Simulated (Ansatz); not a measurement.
# BH3Br (doublet): wave-function methods side by side at distance Br1–H2 along a hydrogen transfer = 1.321 Å, cc-pVDZ

How much of the correlation energy of BH3Br (doublet) does each wave-function method recover here?

Computed with Ansatz 0.2.0, Gaussian basis. Level: cc-pVDZ, core rule «outside noble gas», up to 15 orbitals frozen.

To be run: UHF; CCSD(T) on ROHF; CCSD(T) on UHF; BCCD(T) on ROHF; CISD; CCSDT(Q) on ROHF; CCSDT(Q) on UHF; CASSCF and MRCISD+Q, 3 electrons in 3 orbitals; CASSCF and NEVPT2, 3 electrons in 3 orbitals; CASSCF and NEVPT2, 13 electrons in 11 orbitals.

8 further runs of the same task are left out: 2 for a mislabelled method, 6 that didn't finish.

## Step 1: The geometry

The geometry derives from fragments relaxed apart (PBE0/def2-TZVP) and kept rigid, so it is no stationary point. A hydrogen atom is moved between rigid fragments. No spin-orbit coupling is included. The filled d shell of Br may be among the frozen orbitals whatever the setting's name suggests; the logs give the count.

5 atoms, charge 0, spin multiplicity 2.

Atoms are counted from 1 here; the program's logs count them from 0.

Bond lengths: Br1–H2 1.321 Å, B3–H4 1.191 Å, B3–H5 1.191 Å. Angles: H4–B3–H5 129.4°.

## Step 2: UHF

File in.yaml:

```yaml
crystal:
  periodic: [false, false, false]
  atoms:
    - {symbol: Br, position_ang: [-0.474249, 0.000000, 0.000000]}
    - {symbol: H, position_ang: [0.846751, 0.000000, 0.000000]}
    - {symbol: B, position_ang: [2.807751, 0.000000, 0.000000]}
    - {symbol: H, position_ang: [3.316824, 0.000000, 1.077008]}
    - {symbol: H, position_ang: [3.316824, 0.000000, -1.077008]}
basis:
  gaussian: {orbitals: cc-pVDZ}
magnetization: {spin_polarized: true, initial_magnetization: 1}
hamiltonian: {xc: hf}
output: {orbitals: {seedname: orbitals}}
```

On the command line:

```sh
$ ansatz run in.yaml --threads 1 --pin off --events-out ev --progress --plain --max-ram 2393MiB
```

Further steps of the session: CCSD(T) on ROHF; CCSD(T) on UHF; BCCD(T) on ROHF; CISD; CCSDT(Q) on ROHF; CCSDT(Q) on UHF; CASSCF and MRCISD+Q, 3 electrons in 3 orbitals; CASSCF and NEVPT2, 3 electrons in 3 orbitals; CASSCF and NEVPT2, 13 electrons in 11 orbitals.

Q: Predict the results of all the runs planned. Wanted: UCCSDT(Q) below the RHF energy; RMP2 from UCCSDT(Q); UMP2 from UCCSDT(Q); RCCSD from UCCSDT(Q); RCCSD(T) from UCCSDT(Q); UCCSD(T) from UCCSDT(Q); RCCSDT(Q) from UCCSDT(Q); NEVPT2 pair from UCCSDT(Q); MRCISD+Q pair from UCCSDT(Q).

**Answer**, as computed:

| quantity | value |
| --- | --- |
| UCCSDT(Q) below the RHF energy | -6.4678 eV |
| RMP2 from UCCSDT(Q) | +1053.1 meV |
| UMP2 from UCCSDT(Q) | +1050.9 meV |
| RCCSD from UCCSDT(Q) | +124.9 meV |
| RCCSD(T) from UCCSDT(Q) | +24.4 meV |
| UCCSD(T) from UCCSDT(Q) | +24.3 meV |
| RCCSDT(Q) from UCCSDT(Q) | +0.3 meV |
| NEVPT2 pair from UCCSDT(Q) | +1067.7 meV |
| MRCISD+Q pair from UCCSDT(Q) | +22.1 meV |
| NEVPT2 valence from UCCSDT(Q) | +1195.2 meV |
| levels within 1 kcal/mol (43 meV) | RCCSD(T), UCCSD(T), BCCD(T), RCCSDT, UCCSDT, RCCSDT(Q), MRCISD+Q pair |
| T1 diagnostic | 0.012 |
| effectively unpaired electrons | 1.01 |

What this shows: RCCSD(T) misses by +24.4 meV, 0.4 % of the correlation energy. One determinant dominates. Of the multireference levels listed MRCISD+Q pair comes nearest in total energy (+22.1 meV), which doesn't show that its space is the better one. These misses are within one basis, not against nature; the frozen cores of restricted and unrestricted runs differ, which can shift their rows.
